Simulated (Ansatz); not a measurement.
**TaRu: how the settings move a relaxation**

How sensitive is a relaxation of TaRu to its settings? A reference run comes first, then one run with altered input.

Program: Ansatz 0.2.0. Level of theory: reference: DFT, PBEsol, PAW with Ansatz's default frozen-core files, scalar-relativistic; relaxation of cell and atoms. These are calculated values, not measurements.

## Step 1: The structure to begin with

It takes space group P4/mmm (No. 123, tetragonal). The conventional cell has a = 3.053 Å, b = 3.053 Å, c = 3.389 Å, α = 90.00°, β = 90.00°, γ = 90.00°. Ta (site symmetry 4/mmm) is surrounded by 8 Ru at 2.74 Å and 4 Ta at 3.05 Å. Ru (site symmetry 4/mmm) is surrounded by 8 Ta at 2.74 Å and 4 Ru at 3.05 Å.

As a file:

```xyz
2
Lattice="3.0530 0.0000 0.0000 0.0000 3.0530 0.0000 0.0000 0.0000 3.3890" Properties=species:S:1:pos:R:3 pbc="T T T"
Ta    1.5265    1.5265    1.6945
Ru    0.0000    0.0000    0.0000
```

## Step 2: Reference

Contents of input.yaml:

```yaml
crystal:
  lattice:
    - [3.053, 0.0, 0.0]
    - [0.0, 3.053, 0.0]
    - [0.0, 0.0, 3.389]
  atoms:
    - { symbol: Ta, position: [0.5, 0.5, 0.5] }
    - { symbol: Ru, position: [0.0, 0.0, 0.0] }
kpoints:
  mp_grid: { grid: [14, 14, 12] }
scf:
  occupations: { method: fermi_dirac, width: 0.1 }
hamiltonian:
  xc: pbesol
  pseudopotentials: { kind: paw }
relax:
  f_tol: 0.002
  max_steps: 80
  cell: {}
output:
  forces: true
  stress: true
```

The run is started by

```
$ ansatz run input.yaml --threads 1 --pin off --max-ram 2560MiB --backend cpu --events-out ev --progress --plain --runs-dir out
```

## Step 3: Variant: occupations.method tetrahedron, n_extra_bands 2, width left out

Edit input.yaml of step 2 so:

```diff
@@ -11,3 +11,4 @@
 scf:
-  occupations: { method: fermi_dirac, width: 0.1 }
+  occupations: { method: tetrahedron }
+  n_extra_bands: 2
 hamiltonian:
```

Q: Predict the outcome of this session. Wanted: for each run, ending; energy change; pressure; gap; force.

The runs gave:

| run | ending | energy change | pressure (GPa) | gap (eV) | force (eV/Å) | cycles | time |
| --- | --- | --- | --- | --- | --- | --- | --- |
| reference | converged | 0 | 0.0 | 0.00 | 0.00 | 35 | 36 s |
| 1: occupations.method tetrahedron, n_extra_bands 2, width left out | converged | +0.7 meV/atom (σ→0) | 0.0 | 0.00 | 0.00 | 39 | 40 s |

**Reading.** Changing the smearing and band count moves the energy by +0.7 meV/atom (σ→0 values). Cost: 39 SCF cycles against 35.
